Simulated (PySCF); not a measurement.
The system is OBFBrH, in a box.

```
CELL_PARAMETERS angstrom
11.00000 0.00000 0.00000
0.00000 12.00000 0.00000
0.00000 0.00000 12.00000
ATOMIC_POSITIONS crystal
O 0.58685 0.56285 0.54196
B 0.54030 0.46478 0.52250
F 0.58426 0.37937 0.59022
Br 0.41545 0.42869 0.41688
H 0.55035 0.61940 0.48856
```

The cell isn't the ideal one: atoms moved at random, drawn with an rms of 0.05 Å.

Base run:

```yaml
Program: PySCF 2.14.0
Functional: OLYP
Dispersion: D3(BJ)
Potentials_or_basis: def2-svp (all-electron)
k_mesh: 1 × 1 × 1
Occupations: fixed
Spin: no spin polarisation
```

Its results: gap between the frontier levels 6.85 eV.

**Question.** The run is repeated on the same cell with these changes: functional from OLYP to B3LYP5. What comes out?

**Answer.** Gap between the frontier levels 8.69 eV.

B3LYP5 gives the wider gap, since exact exchange removes part of the self-interaction.

Caveats: this is a molecule in a periodic box at the Γ point, so its band gap is the HOMO-LUMO gap; relativity is left out, which matters for the heavier elements; the basis of atomic orbitals isn't converged, which shifts pressures, moduli and gaps.

